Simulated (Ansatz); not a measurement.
Predict the output of the script below (Ansatz 0.2.0, Python API).

`mgsbf6.py`
```python
"""Keys set on an Input object, for MgSbF6."""

import warnings

import ansatz
import numpy as np


def main() -> None:
    warnings.simplefilter("ignore", ansatz.DeckWarning)

    vectors = np.array([
        [2.74284127, 1.58358015, 4.67823333],
        [-2.74284127, 1.58358015, 4.67823333],
        [0.0, -3.1671603, 4.67823333],
    ])
    mgsbf6 = (
        ansatz.Lattice.of(vectors)
        .atom("Mg", (0.5, 0.5, 0.5))
        .atom("Sb", (0.0, 0.0, 0.0))
        .atom("F", (0.749088, 0.16126, 0.34357))
        .atom("F", (0.34357, 0.749088, 0.16126))
        .atom("F", (0.83874, 0.65643, 0.250912))
        .atom("F", (0.65643, 0.250912, 0.83874))
        .atom("F", (0.250912, 0.83874, 0.65643))
        .atom("F", (0.16126, 0.34357, 0.749088))
    )

    model = (
        mgsbf6.calculation()
        .functional("lda")
        .kpoints(length=20)
        .basis(450)
        .occupations("cold", width=0.1)
        .band_table()
    )
    typed = model.input()
    rows = []
    for value in [0.0001, 1e-06, 1e-08]:
        edited = typed.set(ansatz.key.scf.convergence.dr2_threshold, value)
        rep = ansatz.Session.from_dict(edited).plan().execute().report
        rows.append((value, rep["free_energy_ev"], rep["n_iterations"], len(rep["eigenvalues_ev"][0]) if "eigenvalues_ev" in rep else 0))
    print("  threshold eV            F eV      iterations    bands listed")
    for row in rows:
        print(f"{str(row[0]):>14s}  {row[1]:14.5f}  {row[2]:14d}  {row[3]:14d}")
    print(edited.to_yaml())


if __name__ == "__main__":
    main()
```

Output of `python mgsbf6.py`:
```text
  threshold eV            F eV      iterations    bands listed
        0.0001    -13004.30033               8              42
         1e-06    -13004.30033               9              42
         1e-08    -13004.30033              10              42
crystal:
  lattice:
    - [2.74284127, 1.58358015, 4.67823333]
    - [-2.74284127, 1.58358015, 4.67823333]
    - [0.0, -3.1671603, 4.67823333]
  atoms:
    - { symbol: Mg, position: [0.5, 0.5, 0.5] }
    - { symbol: Sb, position: [0.0, 0.0, 0.0] }
    - { symbol: F, position: [0.749088, 0.16126, 0.34357] }
    - { symbol: F, position: [0.34357, 0.749088, 0.16126] }
    - { symbol: F, position: [0.83874, 0.65643, 0.250912] }
    - { symbol: F, position: [0.65643, 0.250912, 0.83874] }
    - { symbol: F, position: [0.250912, 0.83874, 0.65643] }
    - { symbol: F, position: [0.16126, 0.34357, 0.749088] }
basis:
  ecutwfc: 450.0
kpoints:
  mp_grid:
    grid: [4, 4, 4]
hamiltonian:
  xc: lda
scf:
  occupations:
    method: cold
    width: 0.1
  convergence:
    dr2_threshold: 1.0e-08
output:
  eigenvalues: true
```

Notes:
- Absolute energies stand on the zero of these potentials, so only differences at equal settings mean something. A total without «per atom» is that of the whole cell that was run.
- The cell holds an odd number of electrons and is run without spin, so a magnetic state may lie lower.
- For a metal this k-point mesh is coarse: on a finer one energies can move by several to tens of meV an atom and pressures by half a GPa or more, differences at one mesh by less.
- The structure comes from a database of computed cells and needn't be a stable or known phase.
- Timing: 17 s on 1 thread of Arm Neoverse V1, on a shared host, peak memory 0.46 GiB.
